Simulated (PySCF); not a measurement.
# AsBH7N: the cost of one run

Computed with PySCF 2.14.0 and routines of our own; the level stands in each step. Atoms count from 0.

## Step 1: The starting structure

10 atoms, charge 0, multiplicity 1; geometry from: GFN2-xTB.

## Step 2: Optimising the geometry at PBE0-D3(BJ)/def2-SVP

What the job is given:

```
{"job": {"xc": "PBE0", "basis": "def2-SVP", "d3": "d3bj", "grid": 1, "maxiter": 30, "shake": 0.01, "kind": "geom"}, "charge": 0, "multiplicity": 1}
N     -1.113990    -0.027960    -0.015310
B     -1.876370     0.978440    -0.646430
As     2.036390    -0.102740     0.521370
H     -0.633620    -0.743080    -0.519870
H     -1.104620    -0.127110     0.970890
H     -1.908430     1.013670    -1.816730
H     -2.436110     1.761560     0.012710
H      2.032880    -0.977480    -0.683450
H      1.588550    -1.256220     1.377180
H      3.465760    -0.539990     0.778580
```

On the command line:

```console
OMP_NUM_THREADS=1 python heavy_run.py task.json out
```

One launch serves the whole session: the jobs run in the order shown.

**Question.** How long does this first job take on 1 thread of Arm Neoverse V2, shared host, and how much memory does it need?

About 29 s, with a peak of 0.38 GiB.
